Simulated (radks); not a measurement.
**Cd⁴⁺ in [Kr] 4d8: an all-electron calculation**

Aim: the levels, the sizes of the orbitals and the parts of the energy of the cadmium ion Cd4+.

The numbers are computed with radks (a radial shooting solver on a logarithmic mesh, Libxc functionals) version 1 (Dirac Kohn-Sham, exchange-only B88, spin-unpolarised, spherical densities, finite nucleus; open shells fill j = l - 1/2 first), except any that are marked as measured or tabulated.

### 1 The system

```
element            : cadmium (Z = 48)
charge             : +4
electrons          : 44
configuration      : [Kr] 4d8
nuclear rms radius : 4.6087 fm
```

### 2 Self-consistent calculation

Settings of this run:

```text
Z 48
configuration [Kr] 4d8 5s0 5p0
relativity Dirac
functional b88,
spin unpolarised
j_filling energy
nucleus finite rms 4.6087 fm
c 137.035999084
```

Run with:

```
> python run_ks.py task.json out
```

This one command runs every case of the session in turn.

Q: Predict the outcome of this run.

As calculated:

| quantity | value |
| --- | --- |
| total energy | -5589.89677 hartree |
| exchange-correlation share of it | 2.71 % |
| −T/E | 1.0490 |
| highest occupied level | 4d5/2, -60.775 eV |
| most extended occupied level | 4d5/2, <r> = 1.16 bohr |
| radius at density 0.001 e/bohr³ | 2.87 bohr |
| maxima of the radial density | 4 |
| ionisation energy, NIST | 68 (theory) eV |

What this shows: The radial density shows 4 maxima for 4 occupied principal shells. Relativity lifts −T/E to 1.049. The top level binds by 60.775 eV, 90 % of the NIST ionisation energy of 68 eV; the potential of a semilocal functional falls off too fast, so its top eigenvalue is too shallow. Spin polarisation and multiplet splitting are left out.
